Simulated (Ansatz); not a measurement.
# CH5BN2O: basis-set convergence

How large a basis does CH5BN2O need? Two functionals are run in growing sets.

Method: one geometry, several basis sets; program: Ansatz 0.2.0, Gaussian basis.

The runs, in order: PBE0-D4/def2-SVP; ωB97M-V/def2-SVP; PBE0-D4/def2-QZVPP; ωB97M-V/def2-QZVPP; the functionals' def2-TZVPP values are taken from earlier runs.

## (1) The geometry

The geometry comes from an earlier relaxation with PBE0-D4 in a triple-zeta def2 set; it is a stationary point, not always the lowest conformer.

SMILES `N=C(N)BO`, 10 atoms, charge 0, spin multiplicity 1.

Atoms are counted from 1 here; the program's logs count them from 0.

Bond lengths: N1–C2 1.280 Å, N1–H6 1.017 Å, C2–N3 1.368 Å, C2–B4 1.581 Å, N3–H7 1.007 Å, N3–H8 1.003 Å, B4–O5 1.347 Å, B4–H9 1.204 Å, O5–H10 0.960 Å. Angles: C2–N1–H6 109.5°, N1–C2–N3 119.9°, N1–C2–B4 124.2°, N3–C2–B4 115.9°, C2–N3–H7 117.4°, C2–N3–H8 119.2°, H7–N3–H8 117.3°, C2–B4–O5 116.9°, C2–B4–H9 122.5°, O5–B4–H9 120.6°, B4–O5–H10 114.0°.

## (2) PBE0-D4 in def2-SVP

Input file in.yaml:

```yaml
crystal:
  periodic: [false, false, false]
  atoms:
    - {symbol: N, position_ang: [-1.544683, -0.061184, -0.719965]}
    - {symbol: C, position_ang: [-0.479226, -0.358007, -0.074912]}
    - {symbol: N, position_ang: [-0.356283, -1.588751, 0.510535]}
    - {symbol: B, position_ang: [0.735355, 0.631553, 0.136898]}
    - {symbol: O, position_ang: [0.595159, 1.880940, -0.347446]}
    - {symbol: H, position_ang: [-1.487450, 0.900728, -1.044426]}
    - {symbol: H, position_ang: [-1.043815, -2.285566, 0.272892]}
    - {symbol: H, position_ang: [0.553241, -1.913462, 0.781659]}
    - {symbol: H, position_ang: [1.751308, 0.299646, 0.691182]}
    - {symbol: H, position_ang: [1.359495, 2.442904, -0.203618]}
basis:
  gaussian: {orbitals: def2-SVP}
hamiltonian: {xc: pbe0, dispersion: d4}
output: {orbitals: {seedname: orbitals}}
```

Run with:

```console
> ansatz run in.yaml --threads 2 --pin off --events-out ev --progress --plain --max-ram 4352MiB
```

Log:

```text
Functional definition: PBE0
  name "PBE0"
  cite "Adamo & Barone, J. Chem. Phys. 110, 6158 (1999) doi:10.1063/1.478522"
  cite "Perdew, Burke & Ernzerhof, Phys. Rev. Lett. 77, 3865 (1996) doi:10.1103/PhysRevLett.77.3865"
  parent pbe
  parameter a = 0.25
  parameter kappa = 0.804
  parameter beta = 0.06672455060314922
  exchange = (1 - a)*pbe_x(kappa = kappa, mu = beta*pi^2/3) + a*exact_x
  correlation = pbe_c(beta = beta)
1089 factors; their error is unknown
mean field evaluation 1: about -6802.0901 eV, gradient 6.3e1 eV
mean field evaluation 2: about -6794.8656 eV, gradient 8.6e1 eV
mean field evaluation 4: about -6809.8176 eV, gradient 5.0e0 eV
mean field evaluation 8: about -6809.8730 eV, gradient 1.4e-1 eV
mean field evaluation 16: about -6809.8644 eV, gradient 1.5e-5 eV
mean field -6809.86436018 eV, -250.2578993446 hartree, gradient 1.5e-5 eV, S^2 0.000000; 0 other end points of the search recorded, 0 dependent functions left out
reference -6809.86438482 eV, -250.2579002504 hartree; 19, 19 occupied and 76, 76 virtual orbitals, 1089 factors
Total energy: -6810.00399788 eV, -250.2630309355 hartree
```

Run time: 1.4 s. Hardware: 2 threads of Arm Neoverse V1, shared host.

## (3) ωB97M-V in def2-SVP

Changes to in.yaml since step 2:

```diff
@@ -15,3 +15,3 @@
   gaussian: {orbitals: def2-SVP}
-hamiltonian: {xc: pbe0, dispersion: d4}
+hamiltonian: {xc: {name: wB97M-V}}
 output: {orbitals: {seedname: orbitals}}
```

Same command.

Log (excerpt; [...] marks lines left out):

```text
Functional definition: wB97M-V
  name "wB97M-V"
  cite "Mardirossian & Head-Gordon, J. Chem. Phys. 144, 214110 (2016) doi:10.1063/1.4952647"
  cite "Becke, J. Chem. Phys. 107, 8554 (1997) doi:10.1063/1.475007"
  cite "Vydrov & Van Voorhis, J. Chem. Phys. 133, 244103 (2010) doi:10.1063/1.3521275"
  # Of w^i u^j: cxij and so on, Table III.
[...]
  gx(w, u) = 1 - cx + cx01*u + cx10*w
  gss(w, u) = css00 + css04*u^4 + css10*w + css20*w^2 + css43*w^4*u^3
  gos(w, u) = cos00 + cos10*w + (cos20 + cos21*u)*w^2 + (cos60 + cos61*u)*w^6
[...]
      + integral(e_c_pw_mod_opposite_spin*gos(b97_w_opposite, b97_u_opposite)) + vv10(b, c)
1089 factors; their error is unknown
258 factors; integrals over basis functions are off by at most 1.2e-5 eV
[...]
mean field -6815.04778029 eV, -250.4483865204 hartree, gradient 6.4e-5 eV, S^2 0.000000; 0 other end points of the search recorded, 0 dependent functions left out
reference -6815.04781817 eV, -250.4483879125 hartree; 19, 19 occupied and 76, 76 virtual orbitals, 1089 factors
Total energy: -6815.04781817 eV, -250.4483879125 hartree
```

Run time: 6 s. Hardware: 2 threads of Arm Neoverse V1, shared host.

## (4) PBE0-D4 in def2-QZVPP

Changes to in.yaml since step 3:

```diff
@@ -14,4 +14,4 @@
 basis:
-  gaussian: {orbitals: def2-SVP}
-hamiltonian: {xc: {name: wB97M-V}}
+  gaussian: {orbitals: "def2-QZVPP.json"}
+hamiltonian: {xc: pbe0, dispersion: d4}
 output: {orbitals: {seedname: orbitals}}
```

The command is unchanged.

Log:

```text
Functional definition: PBE0
  name "PBE0"
  cite "Adamo & Barone, J. Chem. Phys. 110, 6158 (1999) doi:10.1063/1.478522"
  cite "Perdew, Burke & Ernzerhof, Phys. Rev. Lett. 77, 3865 (1996) doi:10.1103/PhysRevLett.77.3865"
  parent pbe
  parameter a = 0.25
  parameter kappa = 0.804
  parameter beta = 0.06672455060314922
  exchange = (1 - a)*pbe_x(kappa = kappa, mu = beta*pi^2/3) + a*exact_x
  correlation = pbe_c(beta = beta)
1210 factors; their error is unknown
mean field evaluation 1: about -6807.4428 eV, gradient 7.7e1 eV
mean field evaluation 2: about -6795.1879 eV, gradient 1.1e2 eV
mean field evaluation 4: about -6818.0081 eV, gradient 9.3e0 eV
mean field evaluation 8: about -6818.1808 eV, gradient 2.8e-1 eV
mean field evaluation 16: about -6818.1848 eV, gradient 1.6e-4 eV
mean field -6818.18477054 eV, -250.5636687856 hartree, gradient 2.0e-5 eV, S^2 0.000000; 0 other end points of the search recorded, 0 dependent functions left out
reference -6818.18480401 eV, -250.5636700156 hartree; 19, 19 occupied and 416, 416 virtual orbitals, 1210 factors
Total energy: -6818.32441706 eV, -250.5688007006 hartree
```

It took 11 s on 2 threads of Arm Neoverse V1, shared host; peak memory 1.1 GiB.

## (5) ωB97M-V in def2-QZVPP

Changes to in.yaml since step 4:

```diff
@@ -15,3 +15,3 @@
   gaussian: {orbitals: "def2-QZVPP.json"}
-hamiltonian: {xc: pbe0, dispersion: d4}
+hamiltonian: {xc: {name: wB97M-V}}
 output: {orbitals: {seedname: orbitals}}
```

The command is unchanged.

Log (excerpt; [...] marks lines left out):

```text
Functional definition: wB97M-V
  name "wB97M-V"
  cite "Mardirossian & Head-Gordon, J. Chem. Phys. 144, 214110 (2016) doi:10.1063/1.4952647"
  cite "Becke, J. Chem. Phys. 107, 8554 (1997) doi:10.1063/1.475007"
  cite "Vydrov & Van Voorhis, J. Chem. Phys. 133, 244103 (2010) doi:10.1063/1.3521275"
  # Of w^i u^j: cxij and so on, Table III.
[...]
  gx(w, u) = 1 - cx + cx01*u + cx10*w
  gss(w, u) = css00 + css04*u^4 + css10*w + css20*w^2 + css43*w^4*u^3
  gos(w, u) = cos00 + cos10*w + (cos20 + cos21*u)*w^2 + (cos60 + cos61*u)*w^6
[...]
      + integral(e_c_pw_mod_opposite_spin*gos(b97_w_opposite, b97_u_opposite)) + vv10(b, c)
1210 factors; their error is unknown
348 factors; integrals over basis functions are off by at most 1.2e-5 eV
[...]
mean field -6823.62539104 eV, -250.7636079014 hartree, gradient 5.6e-5 eV, S^2 0.000000; 0 other end points of the search recorded, 0 dependent functions left out
reference -6823.62544622 eV, -250.7636099290 hartree; 19, 19 occupied and 416, 416 virtual orbitals, 1210 factors
Total energy: -6823.62544622 eV, -250.7636099290 hartree
```

Run time: 26 s. Hardware: 2 threads of Arm Neoverse V1, shared host; peak memory 1.4 GiB.

## (6) Density functionals: the series

The def2-TZVPP values come from earlier runs at the same geometry.

```
functional       basis  functions  energy (eV)  from the largest (eV)  HOMO (eV)  LUMO (eV)
   PBE0-D4    def2-SVP         95   -6810.0040                  8.320      -6.42      -0.94
   PBE0-D4  def2-TZVPP        225   -6817.9251                  0.399      -6.75      -1.22
   PBE0-D4  def2-QZVPP        435   -6818.3244                  0.000      -6.82      -1.30
   ωB97M-V    def2-SVP         95   -6815.0478                  8.578      -8.66       1.21
   ωB97M-V  def2-TZVPP        225   -6823.2456                  0.380      -9.01       0.83
   ωB97M-V  def2-QZVPP        435   -6823.6254                  0.000      -9.08       0.71
```

## (7) Results

```
                                       quantity          value
PBE0-D4: double and triple zeta above quadruple  8.32, 0.40 eV
ωB97M-V: double and triple zeta above quadruple  8.58, 0.38 eV
```

In words: For PBE0-D4 the step from double to triple zeta gains 7.92 eV and the next only 0.40 eV. Total energies overstate the basis error of differences, where much of it tends to cancel.

For PBE0-D4 the largest set took about 7 times as long as the smallest (11 s against 1.4 s).
